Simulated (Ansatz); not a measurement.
# SrCo2P2: the cost of one run

Computed with Ansatz 0.2.0 (DFT PBEsol, scalar-relativistic, plane waves, PAW, unless a step's input says otherwise).

### Step 1. The structure to begin with

The structure is tetragonal, space group I4/mmm (No. 139). Conventional cell: a = 3.818 Å, b = 3.818 Å, c = 9.690 Å, α = 90.00°, β = 90.00°, γ = 90.00°. Sr (site symmetry 4/mmm) is surrounded by 8 P at 2.99 Å and 8 Co at 3.08 Å. Co (site symmetry -4m2) is surrounded by 4 P at 2.23 Å. P (site symmetry 4mm) is surrounded by 4 Co at 2.23 Å and 1 P at 2.56 Å and 4 Sr at 2.99 Å.

Coordinates:

```
CELL_PARAMETERS angstrom
-1.90900 1.90900 4.84500
1.90900 -1.90900 4.84500
1.90900 1.90900 -4.84500
ATOMIC_POSITIONS crystal
Sr 0.00000 0.00000 0.00000
Co 0.75000 0.25000 0.50000
Co 0.25000 0.75000 0.50000
P 0.36800 0.36800 0.00000
P 0.63200 0.63200 0.00000
```

The structure rests on an entry of the Crystallography Open Database; cell or positions may have been set otherwise for this series.

### Step 2. Relaxing cell and atoms: SrCo2P2, no spin, 12.8 GPa

The input, input.yaml:

```yaml
crystal:
  lattice:
    - [-1.909, 1.909, 4.845]
    - [1.909, -1.909, 4.845]
    - [1.909, 1.909, -4.845]
  atoms:
    - { symbol: Sr, position: [0.0, 0.0, 0.0] }
    - { symbol: Co, position: [0.75, 0.25, 0.5] }
    - { symbol: Co, position: [0.25, 0.75, 0.5] }
    - { symbol: P, position: [0.368, 0.368, 0.0] }
    - { symbol: P, position: [0.632, 0.632, 0.0] }
scf:
  occupations: { method: gaussian, width: 0.05 }
output:
  forces: true
  stress: true
  write_density: true
  write_potential: true
  elf: true
  volumetric_format: npy
hamiltonian:
  xc: pbesol
relax:
  f_tol: 0.01
  cell: { stress_tol: 0.05, p_target: 12.8 }
kpoints:
  mp_grid: { grid: [12, 12, 12] }
```

The run is started by

```sh
$ ansatz run input.yaml --threads 8 --pin off --max-ram 16384MiB --backend cpu --events-out ev --progress --plain --runs-dir out
```

**Question.** How long does this run take on 8 threads of Arm Neoverse V1, shared host, and how much memory does it need?

About 26 s, with a peak of 0.71 GiB.
